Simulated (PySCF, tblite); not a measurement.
# C₄H₁₀F₂SSi: geometry, infrared bands and NMR shifts

Wanted: the infrared bands and NMR shifts of C₄H₁₀F₂SSi (`C[SiH2]S[C@H](C)C(F)F`), by calculation.

Computed with tblite 0.8.0 and PySCF 2.14.0, with density-fitted response routines of our own, on a single molecule in the gas phase. Atoms count from 0, in the outputs and in this text.

### Step 1. The starting structure

18 atoms, charge 0, multiplicity 1; geometry from: force field or distance geometry start.

Bonds of the start (Å): C0–Si1 1.86, Si1–S2 2.09, S2–C3 1.78, C3–C4 1.52, C3–C5 1.49, C5–F6 1.40, C5–F7 1.36, C0–H8 1.09, C0–H9 1.11, C0–H10 1.12, Si1–H11 1.49, Si1–H12 1.49, C3–H13 1.13, C4–H14 1.13, C4–H15 1.11, C4–H16 1.10, C5–H17 1.13.

### Step 2. Geometry optimisation with GFN2-xTB

The job: settings as JSON, then the geometry in Å.

```
{"job": {"kind": "relax", "xc": "GFN2-xTB", "basis": "xTB"}, "charge": 0, "multiplicity": 1}
C      2.932700    -0.400600     0.471300
Si     1.960500     0.601500    -0.755400
S      0.021700    -0.064400    -1.169000
C     -1.171900    -0.018700     0.148700
C     -1.879600    -1.354600     0.254500
C     -2.158100     1.063600    -0.128300
F     -1.419400     2.250500    -0.165700
F     -3.101500     1.159200     0.847400
H      2.321200    -1.120400     1.011200
H      3.720200    -0.958500    -0.070300
H      3.472300     0.294300     1.168400
H      2.714800     0.557200    -2.038000
H      2.020000     2.014500    -0.298100
H     -0.691700     0.159900     1.153300
H     -2.847200    -1.359700    -0.333100
H     -1.253800    -2.128000    -0.234500
H     -2.057100    -1.649100     1.296800
H     -2.591900     0.959500    -1.171000
```

On the command line:

```sh
$ OMP_NUM_THREADS=1 python probes_run.py task.json out
```

The driver reads the jobs from task.json and runs them one after another.

**Question.** This job is followed by: GFN2-xTB harmonic vibrations, gas phase; GIAO PBE0/pcSseg-1 NMR shielding, non-relativistic, gas phase. What will the session give for the following? strongest single infrared mode (GFN2-xTB); zero-point energy (GFN2-xTB); ¹³C shifts against TMS (PBE0/pcSseg-1); ¹H shifts against TMS (PBE0/pcSseg-1, means over atoms taken as alike); ²⁹Si shifts against TMS (PBE0/pcSseg-1); ³³S shifts against CS2 (PBE0/pcSseg-1); ¹⁹F shifts against CFCl3 (PBE0/pcSseg-1); surface potential, 1st and 99th percentile.

**Answer**, as computed:

| quantity | value |
| --- | --- |
| strongest single infrared mode (GFN2-xTB) | 831 cm⁻¹, 243 km/mol |
| zero-point energy (GFN2-xTB) | 82.4 kcal/mol |
| ¹³C shifts against TMS (PBE0/pcSseg-1) | 127.0, 45.5, 20.6, -2.6 ppm |
| ¹H shifts against TMS (PBE0/pcSseg-1, means over atoms taken as alike) | 5.79, 5.07, 4.68, 2.59, 1.44, 0.42 ppm |
| ²⁹Si shifts against TMS (PBE0/pcSseg-1) | -23.3 ppm |
| ³³S shifts against CS2 (PBE0/pcSseg-1) | -111 ppm |
| ¹⁹F shifts against CFCl3 (PBE0/pcSseg-1) | -132.1, -138.9 ppm |
| surface potential, 1st and 99th percentile | -0.89 V and 1.21 V |

**Reading.** Relaxing lowered the energy by 0.724 eV in 115 steps; the close pair that moved most is Si1–S2, from 2.091 to 2.168 Å. All 48 modes are real, so the xTB geometry is a minimum. The strongest single mode, at 831 cm⁻¹, has its largest shares on H10, H9 and C0 (the list is cut at 3 atoms). Unscaled tight-binding wavenumbers are off by several per cent, some by more. Its intensities can rank the bands wrongly. H17 (hydrogen on an sp3 CH bonded to 2 F) lies farthest downfield among hydrogen, at 5.79 ppm; its carbon carries F, an electronegative neighbour. At PBE0/pcSseg-1: Shielding is most anisotropic at S2 (span 358 ppm, paramagnetic term -446 ppm).
